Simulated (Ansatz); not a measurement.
# ZrSi7: the cost of one run

Computed with Ansatz 0.2.0 (DFT PBEsol, scalar-relativistic, plane waves, PAW, unless a step's input says otherwise).

**1. Starting point**

The structure is cubic, space group P-43m (No. 215). The conventional cell has a = 5.733 Å, b = 5.733 Å, c = 5.733 Å, α = 90.00°, β = 90.00°, γ = 90.00°. Around Zr (site symmetry -43m) lie 4 Si at 2.51 Å. Around Si (site symmetry 3m) lie 3 Si at 2.47 Å and 1 Zr at 2.51 Å. Si (site symmetry -42m) has 4 Si at 2.47 Å in its first shell of neighbours.

As a file:

```
Zr Si
1.0
     5.73349    0.00000    0.00000
     0.00000    5.73349    0.00000
     0.00000    0.00000    5.73349
Zr Si
1 7
Direct
  0.00000 0.00000 0.00000
  0.25262 0.25262 0.25262
  0.00000 0.50000 0.50000
  0.50000 0.50000 0.00000
  0.50000 0.00000 0.50000
  0.74738 0.25262 0.74738
  0.74738 0.74738 0.25262
  0.25262 0.74738 0.74738
```

This is a trial structure built by rule; it need not be a known or stable form of this composition.

(A quick probe on a coarse mesh, which set the mesh and smearing, is not shown.)

**3. Rough relaxation on the coarse mesh**

The input, input.yaml:

```yaml
crystal:
  lattice:
    - [5.7334857981, 0.0, 0.0]
    - [0.0, 5.7334857981, 0.0]
    - [0.0, 0.0, 5.7334857981]
  atoms:
    - { symbol: Zr, position: [0.0, 0.0, 0.0] }
    - { symbol: Si, position: [0.25261521, 0.25261521, 0.25261521] }
    - { symbol: Si, position: [0.0, 0.5, 0.5] }
    - { symbol: Si, position: [0.5, 0.5, 0.0] }
    - { symbol: Si, position: [0.5, 0.0, 0.5] }
    - { symbol: Si, position: [0.74738479, 0.25261521, 0.74738479] }
    - { symbol: Si, position: [0.74738479, 0.74738479, 0.25261521] }
    - { symbol: Si, position: [0.25261521, 0.74738479, 0.74738479] }
basis:
  ecutwfc: 420
kpoints:
  mp_grid: { grid: [4, 4, 4] }
hamiltonian:
  xc: pbesol
scf:
  occupations: { method: gaussian, width: 0.1 }
output:
  forces: true
  stress: true
  eigenvalues: true
relax:
  adjacent_minimum: "off"
  f_tol: 0.05
  max_steps: 80
  cell: { stress_tol: 0.5 }
```

The run is started by

```
$ ansatz run input.yaml --threads 4 --pin off --max-ram 12288MiB --backend cpu --events-out ev --progress --plain --runs-dir out
```

What time and memory should one allow on 4 threads of Intel Xeon 6975P-C (Granite Rapids), shared host?

About 3.6 s, with a peak of 0.54 GiB.
